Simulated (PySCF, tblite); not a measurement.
**C₆H₆N radical: geometry, infrared bands and EPR parameters**

Aim: predict the infrared bands and EPR parameters of C₆H₆N radical (`[CH]=C=C(C#N)CC`).

The runs use tblite 0.8.0 and PySCF 2.14.0, with density-fitted response routines of our own; the level of theory stands in each step. All values are computed, except where a source is named. Atoms are numbered from 0 throughout.

## (1) The molecule as given

13 atoms, charge 0, multiplicity 2; geometry from: force field or distance geometry start.

Bonds of the start (Å): C0–C1 1.21, C1–C2 1.29, C2–C3 1.44, C3–N4 1.15, C2–C5 1.51, C5–C6 1.52, C0–H7 1.06, C5–H8 1.09, C5–H9 1.10, C6–H10 1.09, C6–H11 1.10, C6–H12 1.09.

## (2) Relaxing the molecule with GFN2-xTB

The job: settings as JSON, then the geometry in Å.

```
{"job": {"kind": "relax", "xc": "GFN2-xTB", "basis": "xTB"}, "charge": 0, "multiplicity": 2}
C      2.580300    -1.069400    -0.117100
C      1.621100    -0.343700     0.052500
C      0.602600     0.420000     0.260300
C      0.804000     1.830800     0.085600
N      0.951800     2.965500    -0.026000
C     -0.772400    -0.084800     0.644400
C     -1.643300    -0.357200    -0.570500
H      3.420100    -1.695300    -0.271400
H     -1.262900     0.642400     1.296600
H     -0.673500    -1.005200     1.241200
H     -1.804700     0.545900    -1.160200
H     -2.627900    -0.732000    -0.245800
H     -1.199600    -1.116700    -1.207300
```

Started as:

```
$ OMP_NUM_THREADS=1 python probes_run.py task.json out
```

This one command runs all jobs of the session in turn.

**Question.** This job is followed by: GFN2-xTB harmonic vibrations, gas phase; UKS B3LYP, pcH-1 on C H N, non-relativistic, mean-field spin-orbit, GIAO. What will the session give for the following? strongest single infrared mode (GFN2-xTB); zero-point energy (GFN2-xTB); g(iso) (B3LYP); ⟨S²⟩; largest a(iso) (averaged by class); potential on the surface of density 0.002 e/bohr³, 1st and 99th percentile.

**Answer**, as computed:

| quantity | value |
| --- | --- |
| strongest single infrared mode (GFN2-xTB) | 2275 cm⁻¹, 131 km/mol |
| zero-point energy (GFN2-xTB) | 60.8 kcal/mol |
| g(iso) (B3LYP) | 2.00290 |
| ⟨S²⟩ | 0.771 (exact 0.75) |
| largest a(iso) (averaged by class) | 13C on C2, 60.0 MHz |
| potential on the surface of density 0.002 e/bohr³, 1st and 99th percentile | -1.74 V and 1.76 V |

The optimisation took 38 steps and gained 0.258 eV; among the close pairs (by a distance rule), C1–C2 changed most, from 1.290 to 1.379 Å. All 33 modes are real, so the xTB geometry is a minimum. The strongest single mode, at 2275 cm⁻¹, moves mainly C3 and N4. Unscaled tight-binding wavenumbers are off by several per cent, some by more. Its intensities can rank the bands wrongly. C2 carries the largest spin population, 0.65 e. The isotropic g lies 0.6 ppt above the free-electron value. These values are for one conformer; the search (at its own cheap level) found 1 more, at 0.06 kcal/mol, and measured spectra average over such forms.
